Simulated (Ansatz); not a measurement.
# Ti2Hg: the cost of one run

Computed with Ansatz 0.2.0 (DFT PBE, scalar-relativistic, plane waves, PAW, unless a step's input says otherwise).

1 further run of the same task is left out (it didn't finish).

### 1 The system as given

It takes space group F-43m (No. 216, cubic). The conventional cell has a = 7.984 Å, b = 7.984 Å, c = 7.984 Å, α = 90.00°, β = 90.00°, γ = 90.00°. Ti (site symmetry 3m) is surrounded by 3 Ti at 2.13 Å and 1 Hg at 2.16 Å. Hg (site symmetry -43m) has 12 Ti at 3.41 Å and 4 Hg at 3.46 Å in its first shell of neighbours. Hg (site symmetry -43m) has 4 Ti at 2.16 Å in its first shell of neighbours.

Structure file:

```cif
data_structure
_symmetry_space_group_name_H-M 'F-43m'
_symmetry_Int_Tables_number 216
_cell_length_a 7.9845
_cell_length_b 7.9845
_cell_length_c 7.9845
_cell_angle_alpha 90.000
_cell_angle_beta 90.000
_cell_angle_gamma 90.000
_cell_volume 509.03
loop_
_atom_site_label
_atom_site_type_symbol
_atom_site_symmetry_multiplicity
_atom_site_Wyckoff_symbol
_atom_site_fract_x
_atom_site_fract_y
_atom_site_fract_z
_atom_site_occupancy
Ti1 Ti 16 e 0.15589 0.34411 0.65589 1
Hg1 Hg 4 c 0.25000 0.25000 0.25000 1
Hg2 Hg 4 a 0.00000 0.00000 0.00000 1
```

The cell is invented: random cell by space group and Wyckoff sites (F-43m, No. 216). Its size is a rough estimate.

### 2 Probe: one point on a coarse mesh

File input.yaml:

```yaml
crystal:
  lattice:
    - [0.0, 3.99224786, 3.99224786]
    - [3.99224786, 0.0, 3.99224786]
    - [3.99224786, 3.99224786, 0.0]
  atoms:
    - { symbol: Ti, position: [0.15589333, 0.15589333, 0.15589333] }
    - { symbol: Ti, position: [0.15589333, 0.15589333, 0.53232002] }
    - { symbol: Ti, position: [0.15589333, 0.53232002, 0.15589333] }
    - { symbol: Ti, position: [0.53232002, 0.15589333, 0.15589333] }
    - { symbol: Hg, position: [0.75, 0.75, 0.75] }
    - { symbol: Hg, position: [0.0, 0.0, 0.0] }
basis:
  ecutwfc: 420
kpoints:
  mp_grid: { grid: [4, 4, 4] }
hamiltonian:
  xc: pbe
scf:
  occupations: { method: gaussian, width: 0.1 }
  lower_state_search: "off"
output:
  forces: true
  stress: true
  eigenvalues: true
```

Started as:

```
ansatz run input.yaml --threads 1 --pin off --max-ram 2560MiB --backend cpu --events-out ev --progress --plain --runs-dir out
```

Q: Estimate wall time and peak memory on 1 thread of Intel Xeon 6975P-C (Granite Rapids), shared host.

About 3.9 s, with a peak of 0.43 GiB.
